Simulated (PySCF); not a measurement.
**SnS (SMILES [S][Sn]) at CCSDT/STO-3G**

Aim: the vertical ionisation energy of SnS at CCSDT/STO-3G, from 2 runs. Input form: a Python script.

The calculation is run with PySCF 2.14.0.

11 further runs of the same task are left out: 5 that didn't finish, 6 set aside as unsound or not needed.

## 1. The structure to begin with

SnS: 2 atoms, total charge 0, spin state singlet. SMILES: `[S][Sn]`. The bond length is the measured one.

Bond lengths: S1–Sn2 2.209 Å.

## 2. A single-point energy at CCSDT/STO-3G

input.xyz reads:

```xyz
2

S      0.000000     0.000000     0.000000
Sn     0.000000     0.000000     2.209026
```

input.py reads:

```python
from pyscf import gto, scf, cc

mol = gto.M(
    atom='input.xyz',
    verbose=4,
    basis='sto-3g',
    max_memory=1860,
)

hf = scf.RHF(mol)
hf.conv_tol = 1e-10
hf.kernel()
if not hf.converged:
    hf = hf.newton().run(hf.mo_coeff, hf.mo_occ)

mycc = cc.CCSDT(hf, frozen=23)
mycc.kernel()
etot = mycc.e_tot
print(f'total energy: {etot:.8f} hartree')
```

The run is started by

```sh
OMP_NUM_THREADS=1 python input.py
```

Log:

```text
PySCF version 2.14.0

[INPUT] num. atoms = 2
[INPUT] num. electrons = 66
[INPUT] charge = 0
[INPUT] spin (= nelec alpha-beta = 2S) = 0
[INPUT] symmetry False subgroup None
[INPUT] Mole.unit = angstrom
[INPUT] Symbol           X                Y                Z      unit          X                Y                Z       unit  Magmom
[INPUT]  1 S      0.000000000000   0.000000000000   0.000000000000 AA    0.000000000000   0.000000000000   0.000000000000 Bohr   0.0
[INPUT]  2 Sn     0.000000000000   0.000000000000   2.209026000000 AA    0.000000000000   0.000000000000   4.174454142043 Bohr   0.0

nuclear repulsion = 191.641822566145
number of shells = 16
number of NR pGTOs = 108
number of NR cGTOs = 36
basis = sto-3g
ecp = {}

[... 37 lines left out ...]
converged SCF energy = -6356.44967227922
[... 16 lines left out ...]
WARN: A large `blksize` is being used, which may cause large memory consumption
[... 13 lines left out ...]
Init t2, MP2 energy = -6356.543638665451  E_corr(MP2) -0.093966386233
[... 14 lines left out ...]
RCCSDT converged
[... 3 lines left out ...]
total energy: -6356.55579813 hartree
```

It took 1.5 s on 1 thread of Arm Neoverse V1, shared host; peak memory 0.1 GiB.

## 3. The doublet cation, same level

start.xyz reads:

```xyz
2

S      0.000000     0.000000     0.000000
Sn     0.000000     0.000000     2.209026
```

calc.py reads:

```python
from pyscf import gto, scf, cc

molecule = gto.Mole()
molecule.atom = 'start.xyz'
molecule.basis = 'sto-3g'
molecule.verbose = 3
molecule.charge = 1
molecule.max_memory = 1860
molecule.spin = 1
molecule.build()

hf = scf.UHF(molecule)
hf.conv_tol = 1e-10
hf.kernel()
if not hf.converged:
    hf = hf.newton().run(hf.mo_coeff, hf.mo_occ)

mycc = cc.CCSDT(hf, frozen=23)
mycc.kernel()
energy = mycc.e_tot
print('Final energy', energy)
```

The run is started by

```sh
OMP_NUM_THREADS=1 python calc.py
```

Log:

```text
converged SCF energy = -6356.2620437524  <S^2> = 0.78369766  2S+1 = 2.0334185
_make_eris_incore_UCCSDT

WARN: A large `blksize_v_aaa` is being used, which may cause large memory consumption
      for storing contraction intermediates. If memory is sufficient, consider using
      `pyscf.cc.uccsdt_highm.UCCSDT` instead.

WARN: A large `blksize_v_aab` is being used, which may cause large memory consumption
      for storing contraction intermediates. If memory is sufficient, consider using
      `pyscf.cc.uccsdt_highm.UCCSDT` instead.

UCCSDT converged
E(UCCSDT) = -6356.376207311788   E_corr = -0.1141635593832278
E_corr(same-spin) = -0.0179183873966226
E_corr(oppo-spin) = -0.0962451719866052
Final energy -6356.376207311788
```

Run time: 3.6 s. Hardware: 1 thread of Arm Neoverse V1, shared host; peak memory 0.1 GiB.

## 4. Summary of results

At CCSDT/STO-3G, 23 core orbitals frozen:

```
                                                                  quantity           value
                                                 singlet SnS: total energy  -6356.55580 Eh
                         singlet SnS: dipole moment (Hartree–Fock density)          1.88 D
                          singlet SnS: HOMO energy (Hartree–Fock orbitals)        -5.38 eV
                          singlet SnS: LUMO energy (Hartree–Fock orbitals)         5.07 eV
                        singlet SnS: HOMO–LUMO gap (Hartree–Fock orbitals)        10.45 eV
                 singlet SnS: correlation energy (23 core orbitals frozen)      -106.1 mEh
                                                singlet SnS: T1 diagnostic           0.029
                                              doublet cation: total energy  -6356.37621 Eh
doublet cation: HOMO energy (Hartree–Fock orbitals) (highest over α and β)       -13.03 eV
 doublet cation: LUMO energy (Hartree–Fock orbitals) (lowest over α and β)        -4.80 eV
              doublet cation: correlation energy (23 core orbitals frozen)      -114.2 mEh
                         doublet cation: ⟨S²⟩ of the reference determinant           0.784
                                             doublet cation: T1 diagnostic           0.055
                        vertical ionisation energy (to the doublet cation)        4.887 eV
```

Removing an electron at fixed nuclei costs 4.89 eV (472 kJ/mol). In a minimal basis such a difference can be off by several eV, whatever the method. The T1 diagnostic (singlet SnS) of 0.029 is above the customary mark for such species, so a single reference may not serve. Relativity is left out (singlet SnS) although the molecule holds a heavy atom. The T1 diagnostic (doublet cation) of 0.055 is above the customary mark for such species, so a single reference may not serve. Relativity is left out (doublet cation) although the molecule holds a heavy atom.
